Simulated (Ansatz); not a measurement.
**triplet GeSiH3ClO: levels of theory compared**

Aim: a comparison of 6 runs (UHF/STO-3G, UB2PLYP/cc-pVDZ, UBHLYP/cc-pVDZ, UPBE/cc-pVDZ, USVWN5/cc-pVDZ, UCCSD(T)/cc-pVDZ) of triplet GeSiH3ClO. 

The calculation is run with Ansatz 0.2.0.

125 further runs of the same task are left out: 125 set aside as unsound or not needed.

### Step 1. Starting point

The species is GeSiH3ClO (7 atoms), meant as a triplet with charge 0. As SMILES of the parent species, `[SiH3][O][Ge][Cl]`. The shape is that of a PBE0-D4/def2-TZVP optimisation. This is one conformer, not always the lowest. That shape belongs to the parent species and isn't relaxed for this state.

Bond lengths: Si1–O2 1.655 Å, O2–Ge3 1.768 Å, Ge3–Cl4 2.210 Å, Si1–H5 1.484 Å, Si1–H6 1.484 Å, Si1–H7 1.484 Å. Angles: Si1–O2–Ge3 138.4°, O2–Ge3–Cl4 99.4°, O2–Si1–H5 107.2°, O2–Si1–H6 110.4°, O2–Si1–H7 110.5°, H5–Si1–H6 109.5°, H5–Si1–H7 109.5°, H6–Si1–H7 109.7°.

### Step 2. A single-point energy at UHF/STO-3G (run 1)

File molecule.yaml:

```yaml
basis:
  gaussian: {orbitals: STO-3G}
crystal:
  periodic: [false, false, false]
  atoms:
    - symbol: Si
      position_ang: [0.184400, 0.664200, -0.614200]
    - symbol: O
      position_ang: [0.434500, -0.959500, -0.413800]
    - symbol: Ge
      position_ang: [0.076600, -2.215900, 0.776900]
    - symbol: Cl
      position_ang: [-0.991800, -0.995100, 2.277600]
    - symbol: H
      position_ang: [0.795900, 1.045400, -1.911300]
    - symbol: H
      position_ang: [-1.268900, 0.965100, -0.643300]
    - symbol: H
      position_ang: [0.830700, 1.427800, 0.482400]
magnetization: {spin_polarized: true, initial_magnetization: 2}
hamiltonian: {xc: hf}
accuracy: high
output: {orbitals: {seedname: orbitals}}
```

Started as:

```console
$ ansatz run molecule.yaml --threads 1 --pin off --max-ram 3480MiB --events-out events.jsonl --progress --plain --runs-dir runs
```

What it wrote:

```text
Warning: RAYON_NUM_THREADS=1 ignored (pool sized by the plan → 1); use --threads N
Functional definition: HF
  name "HF"
  exchange = exact_x
  correlation = 0
777 factors; integrals over basis functions are off by at most 4.9e-9 eV
mean field evaluation 1: about -78027.1048 eV, gradient 1.4e1 eV
mean field evaluation 2: about -78027.2009 eV, gradient 1.4e1 eV
mean field evaluation 4: about -78029.0301 eV, gradient 1.8e0 eV
mean field evaluation 8: about -78029.1069 eV, gradient 2.7e-3 eV
mean field evaluation 16: about -78027.7115 eV, gradient 5.6e0 eV
mean field evaluation 32: about -78022.2347 eV, gradient 7.3e0 eV
mean field -78029.10546294 eV, -2867.5167357359 hartree, gradient 1.9e-8 eV, S^2 2.003080; 1 other end points of the search recorded, 0 dependent functions left out
reference -78029.10546294 eV, -2867.5167357359 hartree; 38, 36 occupied and 6, 8 virtual orbitals, 777 factors
Total energy: -78029.10546294 eV, -2867.5167357359 hartree
```

Run time: 1.9 s. Hardware: 1 thread of Arm Neoverse V1, shared host; peak memory 0.14 GiB.

### Step 3. A single-point energy at UB2PLYP/cc-pVDZ (run 2)

File in.yaml:

```yaml
crystal:
  periodic: [false, false, false]
  atoms:
    - symbol: Si
      position_ang: [0.184400, 0.664200, -0.614200]
    - symbol: O
      position_ang: [0.434500, -0.959500, -0.413800]
    - symbol: Ge
      position_ang: [0.076600, -2.215900, 0.776900]
    - symbol: Cl
      position_ang: [-0.991800, -0.995100, 2.277600]
    - symbol: H
      position_ang: [0.795900, 1.045400, -1.911300]
    - symbol: H
      position_ang: [-1.268900, 0.965100, -0.643300]
    - symbol: H
      position_ang: [0.830700, 1.427800, 0.482400]
basis:
  gaussian:
    orbitals: cc-pVDZ
magnetization:
  spin_polarized: true
  initial_magnetization: 2
accuracy: high
hamiltonian:
  xc: {name: B2PLYP}
correlation:
  frozen_orbitals: {Cl: 5, Ge: 9, H: 0, O: 1, Si: 5}
output:
  orbitals: {seedname: orbitals}
```

Started as:

```console
$ ansatz run in.yaml --threads 1 --pin off --max-ram 3480MiB --events-out events.jsonl --progress --plain --runs-dir runs
```

What it wrote, shortened:

```text
Warning: RAYON_NUM_THREADS=1 ignored (pool sized by the plan → 1); use --threads N
Functional definition: B2PLYP
  name "B2PLYP"
[...]
2087 factors; integrals over basis functions are off by at most 4.4e-9 eV
[...]
mean field -78988.11783187 eV, -2902.7597902519 hartree, gradient 2.3e-8 eV, S^2 2.006722; 0 other end points of the search recorded, 0 dependent functions left out
20 core orbitals not correlated: weight in the atoms' cores, before any rotation towards them, 1.000 or more for the frozen orbitals, at most 0.000 for the correlated occupied ones
reference -78988.11785754 eV, -2902.7597911953 hartree; 18, 16 occupied and 54, 56 virtual orbitals, 2087 factors
second order -16.62590213 eV of doubles, -0.00000000 eV of singles
Total energy: -78992.60685111 eV, -2902.9247586664 hartree
```

Run time: 27 s. Hardware: 1 thread of Arm Neoverse V1, shared host; peak memory 0.58 GiB.

Run 3 isn't shown in full; the table further down has it.

### Step 4. A single-point energy at UPBE/cc-pVDZ (run 4)

File in.yaml:

```yaml
crystal:
  periodic: [false, false, false]
  atoms:
    - {symbol: Si, position_ang: [0.184400, 0.664200, -0.614200]}
    - {symbol: O, position_ang: [0.434500, -0.959500, -0.413800]}
    - {symbol: Ge, position_ang: [0.076600, -2.215900, 0.776900]}
    - {symbol: Cl, position_ang: [-0.991800, -0.995100, 2.277600]}
    - {symbol: H, position_ang: [0.795900, 1.045400, -1.911300]}
    - {symbol: H, position_ang: [-1.268900, 0.965100, -0.643300]}
    - {symbol: H, position_ang: [0.830700, 1.427800, 0.482400]}
basis:
  gaussian:
    orbitals: cc-pVDZ
magnetization:
  spin_polarized: true
  initial_magnetization: 2
hamiltonian:
  xc: pbe
accuracy: high
output: {orbitals: {seedname: orbitals}}
```

Started as:

```console
$ ansatz run in.yaml --threads 1 --pin off --max-ram 3480MiB --events-out events.jsonl --progress --plain --runs-dir runs
```

What it wrote:

```text
Warning: RAYON_NUM_THREADS=1 ignored (pool sized by the plan → 1); use --threads N
Functional definition: PBE
  name "PBE"
  parameter kappa = 0.804
  parameter beta = 0.06672455060314922
  exchange = pbe_x(kappa = kappa, mu = beta*pi^2/3)
  correlation = pbe_c(beta = beta)
2087 factors; integrals over basis functions are off by at most 4.4e-9 eV
mean field evaluation 1: about -78986.6794 eV, gradient 4.0e1 eV
mean field evaluation 2: about -78884.2123 eV, gradient 1.3e2 eV
mean field evaluation 4: about -78991.7646 eV, gradient 1.2e1 eV
mean field evaluation 8: about -78992.8448 eV, gradient 3.3e-1 eV
mean field evaluation 16: about -78992.8455 eV, gradient 4.0e-5 eV
mean field evaluation 32: about -78992.8186 eV, gradient 1.2e0 eV
mean field -78992.84546798 eV, -2902.9335276746 hartree, gradient 2.2e-8 eV, S^2 2.002039; 8 other end points of the search recorded, 0 dependent functions left out
reference -78992.84547136 eV, -2902.9335277987 hartree; 38, 36 occupied and 54, 56 virtual orbitals, 2087 factors
Total energy: -78992.84547136 eV, -2902.9335277987 hartree
```

Run time: 25 s. Hardware: 1 thread of Arm Neoverse V1, shared host; peak memory 0.34 GiB.

Run 5 isn't shown in full; the table further down has it.

### Step 5. A single-point energy at UCCSD(T)/cc-pVDZ (run 6)

Changes to in.yaml since step 4:

```diff
@@ -13,2 +13,3 @@
     orbitals: cc-pVDZ
+accuracy: high
 magnetization:
@@ -16,5 +17,7 @@
   initial_magnetization: 2
-hamiltonian:
-  xc: pbe
-accuracy: high
-output: {orbitals: {seedname: orbitals}}
+correlation:
+  method: ccsd_t
+  frozen_orbitals: {Cl: 5, Ge: 9, H: 0, O: 1, Si: 5}
+scf:
+  omitted_lower_state_checks: [cluster_reference, increment]
+total_charge: 0
```

Started as:

```console
$ ansatz run in.yaml --threads 1 --pin off --max-ram 3480MiB --events-out events.jsonl --progress --plain --runs-dir runs
```

What it wrote, shortened:

```text
Warning: RAYON_NUM_THREADS=1 ignored (pool sized by the plan → 1); use --threads N
Functional definition: HF
  name "HF"
[...]
2087 factors; integrals over basis functions are off by at most 4.4e-9 eV
[...]
mean field -78923.78444995 eV, -2900.3955820730 hartree, gradient 4.3e-8 eV, S^2 2.008436; 2 other end points of the search recorded, 0 dependent functions left out
20 core orbitals not correlated: weight in the atoms' cores, before any rotation towards them, 1.000 or more for the frozen orbitals, at most 0.000 for the correlated occupied ones
reference -78923.78444995 eV, -2900.3955820730 hartree; 18, 16 occupied and 54, 56 virtual orbitals, 2087 factors
second order -13.29388493 eV of doubles, -0.00000000 eV of singles
cycle   1  -13.87888564 eV  change   -5.9e-1 eV  update   1.0e-1
[...]
cycle  27  -14.41911920 eV  change    1.4e-9 eV  update   2.0e-9
perturbative correction -0.37696618 eV, -0.0138532514 hartree
Total energy: -78938.58053532 eV, -2900.9393281813 hartree
Checks for a lower state left out: cluster_reference, increment
```

Run time: 1.9 min. Hardware: 1 thread of Arm Neoverse V1, shared host; peak memory 0.91 GiB.

### Step 6. Overview of the runs

```tsv
run	level	frozen core orbitals	energy (Eh)	HOMO energy (eV)	⟨S²⟩	wall time
1	UHF/STO-3G	–	-2867.516736	-5.01	2.003	1.9 s
2	UB2PLYP/cc-pVDZ	20	-2902.924759	-5.95	2.007	27 s
3	UBHLYP/cc-pVDZ	–	-2903.620565	-5.90	2.006	26 s
4	UPBE/cc-pVDZ	–	-2902.933528	-3.79	2.002	25 s
5	USVWN5/cc-pVDZ	–	-2897.321296	-3.77	2.001	14 s
6	UCCSD(T)/cc-pVDZ	20	-2900.939328	–	2.008	1.9 min
```

### Step 7. Results

| quantity | value |
| --- | --- |
| run 6: total energy | -2900.93933 Eh |
| run 6: correlation energy (20 core orbitals frozen) | -543.7 mEh |
| run 6: (T) correction | -13.85 mEh |
| run 6: ⟨S²⟩ of the reference determinant | 2.008 |
| run 6: T1 diagnostic | 0.015 |

What this shows: Totals of different functionals can't be ranked against each other. In run 1 the basis is minimal, so the values are rough. All runs together took 3.4 min, the longest 1.9 min.
